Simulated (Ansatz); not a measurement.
**InH₂Cl (SMILES [Cl][InH2]): functionals against CCSD(T) at one geometry**

One table from this session's results is given with a row withheld; the runs are named, their logs left out.

Method: single points in def2-TZVPP; program: Ansatz 0.2.0, Gaussian basis.

Cores are frozen in the correlated methods. Filled d shells of the heavier atoms are correlated. Core potentials replace the inner electrons past krypton, and spin-orbit coupling is left out.

### The starting structure

4 atoms, charge 0, spin multiplicity 1.

Atoms are counted from 1 here; the program's logs count them from 0.

Bond lengths: Cl1–In2 2.230 Å, In2–H3 1.658 Å, In2–H4 1.690 Å. Angles: Cl1–In2–H3 121.0°, Cl1–In2–H4 120.1°, H3–In2–H4 118.9°.

Geometry (Å):

```
Cl   -1.7311    0.6618   -0.9571
In    0.1189   -0.0619    0.0560
H     0.5488   -1.6627    0.0083
H     1.1200    1.0283    0.8727
```

Set-up of the first run:

File run/in.yaml:

```yaml
crystal:
  periodic: [false, false, false]
  atoms:
    - {symbol: Cl, position_ang: [-1.731100, 0.661800, -0.957100]}
    - {symbol: In, position_ang: [0.118900, -0.061900, 0.056000]}
    - {symbol: H, position_ang: [0.548800, -1.662700, 0.008300]}
    - {symbol: H, position_ang: [1.120000, 1.028300, 0.872700]}
basis:
  gaussian: {orbitals: def2-TZVPP}
correlation: {method: ccsd_t}
output: {forces: true}
```

The command line of these runs was not kept.

Among the steps run: CCSD(T)/def2-TZVPP; PBE0-D4/def2-TZVPP; wB97M-V/def2-TZVPP; r2SCAN-D4/def2-TZVPP; PBE-D4/def2-TZVPP; B97M-V/def2-TZVPP; HSE06-D4/def2-TZVPP.

One of the session's tables, all rows but one given; the rest of the session is left out.

| method | RMS force component (eV/Å) | angle to CCSD(T) forces (°) | dipole (D) |
| --- | --- | --- | --- |
| CCSD(T) | 0.715 | reference | 1.65 |
| PBE0-D4 | ? | ? | ? |
| wB97M-V | 0.696 | 1.0 | 1.67 |
| r2SCAN-D4 | 0.705 | 1.6 | 1.65 |
| PBE-D4 | 0.770 | 5.8 | 1.54 |
| B97M-V | 0.725 | 9.8 | 1.48 |
| HSE06-D4 | 0.688 | 3.6 | 1.67 |

Estimate the missing values for PBE0-D4.

The run gave: RMS force component (eV/Å): 0.685; angle to CCSD(T) forces (°): 3.7; dipole (D): 1.67. In the column «RMS force component (eV/Å)» it is the lowest.
